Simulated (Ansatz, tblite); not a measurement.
# The cluster B₃P₂: competing shapes, part 2 of 2

Aim: relax the candidate shapes of the cluster B₃P₂ that a cheap search turned up, and see how the levels of theory order them.

Ansatz 0.2.0, Gaussian basis; relaxed with PBE-D4/def2-SVP, doublet.

**15. Candidate C, GFN2-xTB**

Tight binding, by tblite at 300 K electronic temperature and without a spin-polarisation term:

```python
tblite.interface.Calculator('GFN2-xTB', numbers, positions, charge=0, uhf=1).singlepoint()
```

Energy -231.5074 eV; 0.004 s.

**16. Candidate C, PBE0-D4/def2-TZVP**

File in.yaml:

```yaml
crystal:
  periodic: [false, false, false]
  atoms:
    - {symbol: B, position_ang: [-1.241284, -0.434646, -0.289180]}
    - {symbol: B, position_ang: [-0.078514, -0.880820, 0.732172]}
    - {symbol: B, position_ang: [-0.289187, 0.752069, -0.817836]}
    - {symbol: P, position_ang: [1.241841, -0.429379, -0.621117]}
    - {symbol: P, position_ang: [0.367134, 0.992776, 0.995961]}
basis:
  gaussian: {orbitals: def2-TZVP, initial_orbitals: start.molden}
magnetization: {spin_polarized: true, initial_magnetization: 1}
hamiltonian: {xc: pbe0, dispersion: d4}
scf: {omitted_lower_state_checks: [starts]}
output: {orbitals: {seedname: orbitals}}
```

Launch:

```sh
> ansatz run in.yaml --threads 4 --pin off --events-out ev --progress --plain --max-ram 4787MiB
```

Standard output:

```text
Functional definition: PBE0
  name "PBE0"
  cite "Adamo & Barone, J. Chem. Phys. 110, 6158 (1999) doi:10.1063/1.478522"
  cite "Perdew, Burke & Ernzerhof, Phys. Rev. Lett. 77, 3865 (1996) doi:10.1103/PhysRevLett.77.3865"
  parent pbe
  parameter a = 0.25
  parameter kappa = 0.804
  parameter beta = 0.06672455060314922
  exchange = (1 - a)*pbe_x(kappa = kappa, mu = beta*pi^2/3) + a*exact_x
  correlation = pbe_c(beta = beta)
these checks for a lower state are left out or cut short: starts
1071 factors; their error is unknown
mean field evaluation 1: about -20590.4281 eV, gradient 8.2e1 eV
mean field evaluation 2: about -20592.7049 eV, gradient 2.5e0 eV
mean field evaluation 4: about -20592.7559 eV, gradient 1.0e-1 eV
mean field evaluation 8: about -20592.7560 eV, gradient 1.2e-5 eV
mean field -20592.75604063 eV, -756.7698262218 hartree, gradient 2.5e-5 eV, S^2 0.784308; 0 other end points of the search recorded, 0 dependent functions left out
reference -20592.75606821 eV, -756.7698272352 hartree; 23, 22 occupied and 144, 145 virtual orbitals, 1071 factors
Total energy: -20592.92853408 eV, -756.7761652392 hartree
Checks for a lower state left out: starts
```

Wall time 4 s (4 threads of Arm Neoverse V1, shared host).

From the report: HOMO -7.20 eV, LUMO -3.99 eV (over both spins); ⟨S²⟩ 0.784 (pure: 0.75).

**17. Candidate C, PBE-D4/def2-TZVP**

in.yaml: that of step 16 with these lines changed.

```diff
@@ -11,4 +11,4 @@
 magnetization: {spin_polarized: true, initial_magnetization: 1}
-hamiltonian: {xc: pbe0, dispersion: d4}
+hamiltonian: {xc: pbe, dispersion: d4}
 scf: {omitted_lower_state_checks: [starts]}
-output: {orbitals: {seedname: orbitals}}
+output: {forces: true, orbitals: {seedname: orbitals}}
```

Launched as before.

Standard output, shortened:

```text
Functional definition: PBE
  name "PBE"
  cite "Perdew, Burke & Ernzerhof, Phys. Rev. Lett. 77, 3865 (1996) doi:10.1103/PhysRevLett.77.3865"
  parent pbe
[...]
1047 factors; their error is unknown
[...]
mean field -20591.24049799 eV, -756.7141310569 hartree, gradient 2.9e-5 eV, S^2 0.767917; 0 other end points of the search recorded, 0 dependent functions left out
[...]
reference -20591.24053413 eV, -756.7141323851 hartree; 23, 22 occupied and 144, 145 virtual orbitals, 1047 factors
Total energy: -20591.44846383 eV, -756.7217736606 hartree
Atom 0 at    -1.241284    -0.434646    -0.289180 Å, force     0.292250     0.102315     0.068102 eV/Å
Atom 1 at    -0.078514    -0.880820     0.732172 Å, force    -0.065640     0.138900    -0.157662 eV/Å
Atom 2 at    -0.289187     0.752069    -0.817836 Å, force    -0.025592    -0.170873     0.136432 eV/Å
Atom 3 at     1.241841    -0.429379    -0.621117 Å, force    -0.203922     0.132963     0.167743 eV/Å
Atom 4 at     0.367134     0.992776     0.995961 Å, force     0.002903    -0.203304    -0.214615 eV/Å
Dipole moment:     0.032779     0.011477     0.007638 e Å
Checks for a lower state left out: starts
```

Run time: 2.8 s. Hardware: 4 threads of Arm Neoverse V1, shared host.

Report: HOMO -6.32 eV, LUMO -4.91 eV (over both spins); ⟨S²⟩ 0.768 (pure: 0.75).

**18. Candidate C, r2SCAN-D4/def2-TZVP**

in.yaml: that of step 17 with these lines changed.

```diff
@@ -11,4 +11,4 @@
 magnetization: {spin_polarized: true, initial_magnetization: 1}
-hamiltonian: {xc: pbe, dispersion: d4}
+hamiltonian: {xc: r2scan, dispersion: d4}
 scf: {omitted_lower_state_checks: [starts]}
-output: {forces: true, orbitals: {seedname: orbitals}}
+output: {orbitals: {seedname: orbitals}}
```

Launched as before.

Standard output:

```text
Functional definition: r2SCAN
  name "r2SCAN"
  cite "Furness, Kaplan, Ning, Perdew & Sun, J. Phys. Chem. Lett. 11, 8208 (2020) doi:10.1021/acs.jpclett.0c02405"
  cite "Furness, Kaplan, Ning, Perdew & Sun, J. Phys. Chem. Lett. 11, 9248 (2020) doi:10.1021/acs.jpclett.0c03077"
  parent r2scan
  parameter k0 = 0.174
  parameter k1 = 0.065
  parameter a1 = 4.9479
  exchange = r2scan_x(k0 = k0, k1 = k1, a1 = a1)
  correlation = r2scan_c
these checks for a lower state are left out or cut short: starts
1047 factors; their error is unknown
mean field evaluation 1: about -20600.0954 eV, gradient 5.1e0 eV
mean field evaluation 2: about -20600.1356 eV, gradient 7.5e-2 eV
mean field evaluation 4: about -20600.1201 eV, gradient 8.3e-4 eV
mean field evaluation 8: about -20600.1201 eV, gradient 2.6e-5 eV
mean field -20600.12011193 eV, -757.0404508504 hartree, gradient 2.6e-5 eV, S^2 0.794953; 0 other end points of the search recorded, 0 dependent functions left out
reference -20600.12012660 eV, -757.0404513897 hartree; 23, 22 occupied and 144, 145 virtual orbitals, 1047 factors
Total energy: -20600.16074016 eV, -757.0419439105 hartree
Checks for a lower state left out: starts
```

Wall time 6.5 s (4 threads of Arm Neoverse V1, shared host).

From the report: HOMO -6.54 eV, LUMO -4.45 eV (over both spins); ⟨S²⟩ 0.795 (pure: 0.75).

**19. Candidate C, BLYP-D4/def2-TZVP**

in.yaml: that of step 18 with these lines changed.

```diff
@@ -11,3 +11,3 @@
 magnetization: {spin_polarized: true, initial_magnetization: 1}
-hamiltonian: {xc: r2scan, dispersion: d4}
+hamiltonian: {xc: {name: BLYP}, dispersion: d4}
 scf: {omitted_lower_state_checks: [starts]}
```

Launched as before.

Standard output:

```text
Functional definition: BLYP
  name "BLYP"
  cite "Becke, Phys. Rev. A 38, 3098 (1988) doi:10.1103/PhysRevA.38.3098"
  cite "Lee, Yang & Parr, Phys. Rev. B 37, 785 (1988) doi:10.1103/PhysRevB.37.785"
  parameter beta = 0.0042
  parameter a = 0.04918
  parameter b = 0.132
  parameter c = 0.2533
  parameter d = 0.349
  exchange = b88_x(beta = beta)
  correlation = lyp_c(a = a, b = b, c = c, d = d)
these checks for a lower state are left out or cut short: starts
1047 factors; their error is unknown
mean field evaluation 1: about -20601.3102 eV, gradient 1.0e1 eV
mean field evaluation 2: about -20601.5442 eV, gradient 2.4e-1 eV
mean field evaluation 4: about -20601.5303 eV, gradient 1.0e-1 eV
mean field evaluation 8: about -20601.5303 eV, gradient 1.6e-5 eV
mean field -20601.53029863 eV, -757.0922742557 hartree, gradient 1.6e-5 eV, S^2 0.762942; 0 other end points of the search recorded, 0 dependent functions left out
reference -20601.53058719 eV, -757.0922848604 hartree; 23, 22 occupied and 144, 145 virtual orbitals, 1047 factors
Total energy: -20601.99652259 eV, -757.1094076703 hartree
Checks for a lower state left out: starts
```

It took 2.5 s on 4 threads of Arm Neoverse V1, shared host.

Report: HOMO -6.07 eV, LUMO -4.84 eV (over both spins); ⟨S²⟩ 0.763 (pure: 0.75).

**20. Candidate C, PBE-QIDH/def2-TZVP**

in.yaml: that of step 19 with these lines changed.

```diff
@@ -11,4 +11,3 @@
 magnetization: {spin_polarized: true, initial_magnetization: 1}
-hamiltonian: {xc: {name: BLYP}, dispersion: d4}
+hamiltonian: {xc: {name: PBE-QIDH}}
 scf: {omitted_lower_state_checks: [starts]}
-output: {orbitals: {seedname: orbitals}}
```

The command is unchanged.

Standard output, shortened:

```text
Functional definition: PBE-QIDH
  name "PBE-QIDH"
  cite "Brémond, Sancho-García, Pérez-Jiménez & Adamo, J. Chem. Phys. 141, 031101 (2014) doi:10.1063/1.4890314"
  cite "Perdew, Burke & Ernzerhof, Phys. Rev. Lett. 77, 3865 (1996) doi:10.1103/PhysRevLett.77.3865"
[...]
1027 factors; integrals over basis functions are off by at most 1.3e-3 eV
[...]
mean field -20581.23612561 eV, -756.3464771534 hartree, gradient 5.9e-6 eV, S^2 0.901278; 0 other end points of the search recorded, 0 dependent functions left out
13 core orbitals not correlated: weight in the atoms' cores, before any rotation towards them, 1.000 or more for the frozen orbitals, at most 0.000 for the correlated occupied ones
reference -20581.23613697 eV, -756.3464775706 hartree; 10, 9 occupied and 144, 145 virtual orbitals, 1027 factors
second order -18.25829753 eV of doubles, -0.00000000 eV of singles
Total energy: -20587.32223614 eV, -756.5701375901 hartree
Checks for a lower state left out: starts
```

Run time: 6.5 s. Hardware: 4 threads of Arm Neoverse V1, shared host.

⟨S²⟩ 0.901 (pure: 0.75). Doubts: spin contamination.

**21. Candidate C, CCSD(T)/def2-TZVPP**

in.yaml: that of step 20 with these lines changed.

```diff
@@ -9,5 +9,6 @@
 basis:
-  gaussian: {orbitals: def2-TZVP, initial_orbitals: start.molden}
+  gaussian: {orbitals: def2-TZVPP, initial_orbitals: start.molden}
 magnetization: {spin_polarized: true, initial_magnetization: 1}
-hamiltonian: {xc: {name: PBE-QIDH}}
-scf: {omitted_lower_state_checks: [starts]}
+correlation: {method: ccsd_t}
+scf: {omitted_lower_state_checks: [starts, cluster_reference]}
+output: {orbitals: {seedname: orbitals}}
```

Same command.

Standard output, shortened:

```text
Functional definition: HF
  name "HF"
  cite "Fock, Z. Phys. 61, 126 (1930) doi:10.1007/BF01340294"
  parent pbe
[...]
1099 factors; integrals over basis functions are off by at most 1.1e-3 eV
[...]
mean field -20554.44745189 eV, -755.3620115523 hartree, gradient 4.9e-6 eV, S^2 1.227170; 0 other end points of the search recorded, 0 dependent functions left out
13 core orbitals not correlated: weight in the atoms' cores, before any rotation towards them, 1.000 or more for the frozen orbitals, at most 0.000 for the correlated occupied ones
reference -20554.44745189 eV, -755.3620115523 hartree; 10, 9 occupied and 154, 155 virtual orbitals, 1099 factors
second order -15.33876122 eV of doubles, -0.00000000 eV of singles
cycle   1  -14.93118829 eV  change    4.1e-1 eV  update   1.6e-1
[...]
cycle  16  -15.94335931 eV  change   -2.1e-5 eV  update   1.4e-5
perturbative correction -1.36832238 eV, -0.0502849198 hartree
Total energy: -20571.75913358 eV, -755.9982041199 hartree
Checks for a lower state left out: starts, cluster_reference
```

Run time: 29 s. Hardware: 4 threads of Arm Neoverse V1, shared host; peak memory 2.4 GiB.

Report: Hartree-Fock HOMO -9.14 eV, LUMO -0.29 eV (over both spins); ⟨S²⟩ 1.227 (pure: 0.75); T1 0.052. Doubts: large T1 diagnostic, spin contamination.

**22. A against B**

The energies of B at these levels come from its own runs, whose logs aren't repeated here.

```
              level  A above B (eV)     time
           GFN1-xTB          +0.115  0.006 s
           GFN2-xTB          -0.152  0.008 s
     HF/def2-TZVPP†          +0.798         
   PBE-D4/def2-TZVP          +2.327     48 s
  BLYP-D4/def2-TZVP          +1.548     13 s
r2SCAN-D4/def2-TZVP          +2.447     60 s
 PBE0-D4/def2-TZVP†          +2.583     20 s
PBE-QIDH/def2-TZVP†          +3.028  1.8 min
    MP2/def2-TZVPP†          +3.533         
   CCSD/def2-TZVPP†          +2.191         
CCSD(T)/def2-TZVPP†          +2.365  3.5 min
```

Times add the two runs; a level without a time comes out of a correlated run. † marks a level with a doubtful state (flagged, unstable, out of aufbau order, or strongly spin-contaminated); such levels are left out of the summary. CCSD(T)/def2-TZVPP is no safe reference here (large T1 diagnostic, spin contamination).

**23. C against B**

The energies of B at these levels come from its own runs, whose logs aren't repeated here.

```
              level  C above B (eV)     time
           GFN1-xTB          -0.575  0.007 s
           GFN2-xTB          +0.895  0.008 s
     HF/def2-TZVPP†          +2.545         
   PBE-D4/def2-TZVP          +1.926    5.3 s
  BLYP-D4/def2-TZVP          +2.197    5.3 s
r2SCAN-D4/def2-TZVP          +1.992     13 s
  PBE0-D4/def2-TZVP          +2.022    8.4 s
PBE-QIDH/def2-TZVP†          +2.016     14 s
    MP2/def2-TZVPP†          +1.869         
   CCSD/def2-TZVPP†          +2.178         
CCSD(T)/def2-TZVPP†          +2.057  1.7 min
```

Times add the two runs; a level without a time comes out of a correlated run. † marks a level with a doubtful state (flagged, unstable, out of aufbau order, or strongly spin-contaminated); such levels are left out of the summary. CCSD(T)/def2-TZVPP is no safe reference here (large T1 diagnostic, spin contamination).

**24. Outcome**

What follows sums up all 2 parts.

| quantity | value |
| --- | --- |
| A above B, range of the levels free of doubt, tight binding aside | +1.548 to +2.447 eV |
| levels that put A lower | GFN2-xTB |
| C above B, range of the levels free of doubt, tight binding aside | +1.926 to +2.197 eV |
| levels that put C lower | GFN1-xTB |

What this shows: The levels disagree on A and B: 1 of 5 put A lower. The levels disagree on C and B: 1 of 6 put C lower. A random search of this size may have missed the true lowest shape. Only doublets are compared; another spin may lie lower and prefer another shape.
